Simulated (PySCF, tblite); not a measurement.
# CH₆FSi₂ radical: geometry, infrared bands and EPR parameters

What infrared bands and EPR parameters should CH₆FSi₂ radical (`F[C]([SiH3])[SiH3]`) show?

Computed with tblite 0.8.0 and PySCF 2.14.0, with density-fitted response routines of our own, on a single molecule in the gas phase. Atoms count from 0, in the outputs and in this text.

## 1. The starting structure

10 atoms, charge 0, multiplicity 2; geometry from: force field or distance geometry start.

Bonds of the start (Å): F0–C1 1.37, C1–Si2 1.87, C1–Si3 1.88, Si2–H4 1.47, Si2–H5 1.46, Si2–H6 1.46, Si3–H7 1.46, Si3–H8 1.49, Si3–H9 1.45.

## 2. Optimising the geometry with GFN2-xTB

What the job is given:

```
{"job": {"kind": "relax", "xc": "GFN2-xTB", "basis": "xTB"}, "charge": 0, "multiplicity": 2}
F     -0.047700     2.020100     0.571000
C      0.019900     0.981000    -0.325800
Si    -1.458400    -0.164000    -0.215000
Si     1.490000    -0.115400     0.085100
H     -2.433200     0.309300    -1.204200
H     -0.996000    -1.497900    -0.594500
H     -1.991100    -0.161500     1.146100
H      1.828800    -0.803200    -1.159600
H      0.999300    -1.184900     1.002900
H      2.597300     0.621000     0.671500
```

Command:

```sh
$ OMP_NUM_THREADS=1 python probes_run.py task.json out
```

One launch serves the whole session: the jobs run in the order shown.

Output:

```text
step      E/eV     max force
  0    -361.57407    1.222
  1    -361.62405    1.073
  2    -361.72856    1.016
  3    -361.78160    0.879
  4    -361.84775    0.545
  5    -361.86999    0.492
  6    -361.89503    0.409
  7    -361.92040    0.511
  8    -361.96138    0.589
  9    -362.00521    0.635
 10    -362.04729    0.526
 11    -362.07941    0.434
 12    -362.09035    0.345
 13    -362.09415    0.295
 14    -362.09818    0.227
 15    -362.10427    0.269
 16    -362.11366    0.377
 17    -362.12705    0.444
 18    -362.13816    0.336
 19    -362.14416    0.163
 20    -362.14694    0.151
 21    -362.14886    0.137
 22    -362.15083    0.130
 23    -362.15255    0.112
 24    -362.15427    0.116
 25    -362.15567    0.124
 26    -362.15648    0.073
 27    -362.15701    0.063
 28    -362.15765    0.070
 29    -362.15848    0.090
 30    -362.15922    0.085
 31    -362.15962    0.044
 32    -362.15982    0.039
 33    -362.16005    0.041
 34    -362.16048    0.077
 35    -362.16106    0.093
 36    -362.16155    0.067
 37    -362.16180    0.040
 38    -362.16193    0.043
 39    -362.16210    0.048
 40    -362.16233    0.047
 41    -362.16251    0.035
 42    -362.16259    0.017
 43    -362.16262    0.013
 44    -362.16264    0.013
 45    -362.16267    0.018
 46    -362.16270    0.016
 47    -362.16273    0.011
 48    -362.16274    0.008
```

Along the way: (not every step is listed)

| step | energy from step 0 (eV) | largest force (eV/Å) |
| --- | --- | --- |
| 0 | 0.0000 | 1.2216 |
| 1 | -0.0500 | 1.0732 |
| 2 | -0.1545 | 1.0164 |
| 3 | -0.2075 | 0.8786 |
| 4 | -0.2737 | 0.5448 |
| 5 | -0.2959 | 0.4922 |
| 6 | -0.3210 | 0.4091 |
| 7 | -0.3463 | 0.5115 |
| 8 | -0.3873 | 0.5888 |
| 11 | -0.5053 | 0.4340 |
| 14 | -0.5241 | 0.2269 |
| 17 | -0.5530 | 0.4440 |
| 20 | -0.5729 | 0.1509 |
| 23 | -0.5785 | 0.1120 |
| 26 | -0.5824 | 0.0731 |
| 29 | -0.5844 | 0.0905 |
| 32 | -0.5858 | 0.0388 |
| 35 | -0.5870 | 0.0933 |
| 38 | -0.5879 | 0.0432 |
| 41 | -0.5884 | 0.0347 |
| 43 | -0.5885 | 0.0133 |
| 44 | -0.5886 | 0.0130 |
| 45 | -0.5886 | 0.0177 |
| 46 | -0.5886 | 0.0158 |
| 47 | -0.5887 | 0.0108 |
| 48 | -0.5887 | 0.0081 |

Distances of close pairs at the start and the end, largest changes first:

```
  bond  before (Å)  after (Å)  change (Å)
Si3–H8       1.492      1.465      -0.027
 F0–C1       1.374      1.360      -0.014
Si3–H9       1.453      1.461      +0.008
Si2–H6       1.462      1.468      +0.006
Si3–H7       1.462      1.467      +0.005
C1–Si2       1.873      1.877      +0.004
Si2–H4       1.467      1.464      -0.003
Si2–H5       1.462      1.462      -0.000
```

The next job starts from the end point, and lists it.

## 3. Infrared spectrum with GFN2-xTB

What the job is given:

```
{"job": {"kind": "ir", "xc": "GFN2-xTB", "basis": "xTB"}, "charge": 0, "multiplicity": 2}
F     -0.022187     1.951703     0.184536
C     -0.002951     0.599190     0.044679
Si    -1.699240    -0.165017    -0.203078
Si     1.704593    -0.176005     0.163788
H     -2.445874     0.632177    -1.178475
H     -1.460374    -1.527345    -0.675334
H     -2.438500    -0.180580     1.065125
H      2.106726    -0.677786    -1.155126
H      1.625607    -1.296696     1.104257
H      2.641083     0.845012     0.627099
```

Output:

```text
mode    cm-1     km/mol
  1     -60.0      0.24
  2      58.2      0.70
  3     157.6      0.14
  4     197.4      0.33
  5     281.9      7.33
  6     471.2      3.35
  7     485.8      0.70
  8     511.9      5.17
  9     533.6    112.86
 10     569.0    128.24
 11     754.3    210.25
 12     760.4    365.57
 13     772.1    506.82
 14     781.1      4.86
 15     796.5    178.11
 16     803.0    266.17
 17     975.0    101.71
 18    1129.7     48.93
 19    2212.9    131.08
 20    2220.9    454.70
 21    2244.5    145.63
 22    2254.0    281.13
 23    2279.7    211.10
 24    2289.6    397.85
```

The strongest bands and the atoms that carry them (share of the mass-weighted mode):

```
cm⁻¹  km/mol                               atoms
 754   210.2                    H5 54 %, H4 33 %
 760   365.6                    H8 42 %, H9 41 %
 772   506.8  H9 33 %, H7 21 %, H5 16 %, H6 12 %
 803   266.2  H8 29 %, H7 28 %, H5 11 %, H6 10 %
2221   454.7                             H7 83 %
2254   281.1                             H4 90 %
2280   211.1                    H5 85 %, H9 10 %
2290   397.9                    H9 86 %, H5 10 %
```

## 4. g tensor and hyperfine couplings: B3LYP/pcH-1

The job, as its differences from that of step 3:

```diff
@@ -1,2 +1,2 @@
-{"job": {"kind": "ir", "xc": "GFN2-xTB", "basis": "xTB"}, "charge": 0, "multiplicity": 2}
+{"job": {"kind": "epr", "basis": "pcH-1"}, "charge": 0, "multiplicity": 2}
 F     -0.022187     1.951703     0.184536
```

With the program's defaults for keys left out, this is: UKS B3LYP, pcH-1 on C F H Si, non-relativistic, mean-field spin-orbit, GIAO.

Output:

```text
UKS, coarse grid
  cycle   1  E = -720.47240657  |g| = 3.11e-01
  cycle   2  E = -720.43552381  |g| = 4.74e-01
  cycle   3  E = -720.49918793  |g| = 6.38e-02
  cycle   4  E = -720.50044002  |g| = 1.42e-02
  cycle   5  E = -720.50051763  |g| = 7.13e-03
  cycle   6  E = -720.50054604  |g| = 1.23e-03
  cycle   7  E = -720.50054848  |g| = 3.61e-04
UKS, final grid
  cycle   1  E = -720.50054967  |g| = 3.29e-04
  cycle   2  E = -720.50054963  |g| = 5.04e-04
  cycle   3  E = -720.50054972  |g| = 6.72e-05
  cycle   4  E = -720.50054972  |g| = 1.92e-05
E = -720.50054972 Eh   <S^2> = 0.7537 (exact 0.7500)
g shifts (ppm)      1          2          3
  rmc          -179       -179       -179
  gc              0         37         43
  oz_so         -83       3263       3526
  total        -262       3121       3390
hyperfine (MHz)  atom isotope    a_iso     a_fc   dipolar eigenvalues
    0   19F     152.18     151.05   -281.32   -252.27    533.59
    1   13C      91.55      91.43    -76.27    -71.97    148.24
    2  29Si      40.27      40.33     -2.37     -0.48      2.86
    3  29Si      40.71      40.78     -2.34     -0.41      2.76
    4    1H      35.28      35.28     -3.09     -2.32      5.41
    5    1H       1.78       1.78     -3.39     -2.69      6.08
    6    1H      68.84      68.83     -3.28     -1.73      5.01
    7    1H      66.27      66.27     -3.28     -1.76      5.04
    8    1H      44.46      44.46     -3.21     -2.16      5.37
    9    1H       1.19       1.19     -2.93     -2.71      5.64
```

Run time: 67 s. Hardware: 1 thread, shared host.

Principal g values 2.00206, 2.00544, 2.00571; g(iso) = 2.00440, against 2.00232 for a free electron.

Mean a(iso) over the nuclei that a row names, and the largest dipolar term of the row (other rows stand at the frozen geometry):

| nuclei | isotope | a(iso) (MHz) | a(iso) (G, at g = 2.0023) | largest dipolar term (MHz) |
| --- | --- | --- | --- | --- |
| F0 | 19F | 152.2 | 54.3 | 533.6 |
| C1 | 13C | 91.6 | 32.7 | 148.2 |
| Si2, Si3 | 29Si | 40.5 | 14.4 | 2.9 |
| H4, H5, H6, H7, H8, H9 | 1H | 36.3 | 13.0 | 6.1 |

Mulliken spin populations:

```
atom  value (e)
  F0       0.08
  C1       0.89
 Si2      -0.04
 Si3      -0.05
  H4       0.02
  H5       0.00
  H6       0.04
  H7       0.03
  H8       0.02
  H9       0.00
```

In first order the couplings over 0.8 MHz of 19F, 1H give 14 distinct lines over 132.1 G, if the averaged nuclei exchange fast.

The fields below are evaluated on a grid from the run's orbitals.

ELF in a plane through or near 5 of the atoms.

Ten even steps from '0' (0.00) to '9' (1.00):
```
0000000000000000000000000000
0000000000000000000000000000
0000000000000000000000000000
0000000000001222000000000000
0000001100036776310000000000
0000368730158568520000000000
0004999991016666200111000000
0006999995113663111344210000
0006999994477447841565310000
0003799824169129613145210000
0000123136617557157212100000
0000001111012112311111000000
0000001345431004999851000000
0000000234420007999972000000
0000000011100008999982000000
0000000000000005999861000000
0000000000000001455310000000
0000000000000000000000000000
0000000000000000000000000000
0000000000000000000000000000
```
The map spans 10.6 Å across and 9.1 Å up, centred on the molecule. Atoms in the plane (x, y in Å): F0 (0.0, 2.0), C1 (0.0, 0.6), Si2 (1.7, -0.2), Si3 (-1.7, -0.2), H9 (-2.7, 0.9).

log10 of the density (e/Å³) in the same plane.

Ten even steps from '0' (-4.0) to '9' (1.9):
```
0000000000000000000000000000
0000000000000000000000000000
0000000000112332110000000000
0000001111234444321000000000
0001122222345666432111000000
0001233333457887543222110000
0112345554456887543333221000
0123456665556776554444332100
0123456666566896655555432100
0123455667666776667665432100
0012345579766666689755432100
0012334566655445666654332100
0001234555554445666554321000
0001223445443334566543221000
0000122333332234455443210000
0000011222222223344332100000
0000000111111112222221000000
0000000000000001111110000000
0000000000000000000000000000
0000000000000000000000000000
```
The map spans 10.6 Å across and 9.1 Å up, centred on the molecule. Atoms in the plane (x, y in Å): F0 (0.0, 2.0), C1 (0.0, 0.6), Si2 (1.7, -0.2), Si3 (-1.7, -0.2), H9 (-2.7, 0.9).

On the surface of density 0.002 e/bohr³ the electrostatic potential runs, from the 1st to the 99th percentile, from -0.70 V near F0 to 1.33 V near H5.

The spin density lies nearest to C1 71 %; F0 12 %.

## 5. What came out

| quantity | value |
| --- | --- |
| strongest single infrared mode (GFN2-xTB) | 772 cm⁻¹, 507 km/mol |
| zero-point energy (GFN2-xTB) | 33.7 kcal/mol |
| g(iso) (B3LYP) | 2.00440 |
| ⟨S²⟩ | 0.754 (exact 0.75) |
| largest a(iso) (averaged by class) | 19F on F0, 152.2 MHz |
| surface potential, 1st and 99th percentile | -0.70 V and 1.33 V |

**Reading.** The optimisation took 48 steps and gained 0.589 eV; among the close pairs (by a distance rule), Si3–H8 changed most, from 1.492 to 1.465 Å. The lowest mode is imaginary (60i cm⁻¹), so the xTB geometry is not a minimum. The strongest single mode, at 772 cm⁻¹, is spread over several atoms, H9, H7, H5, H6 among them. GFN2-xTB is a fitted tight-binding method: band positions and strengths are rough. Its intensities can rank the bands wrongly. Most of the unpaired spin sits on C1 (0.89 e). The isotropic g lies 2.1 ppt above the free-electron value.
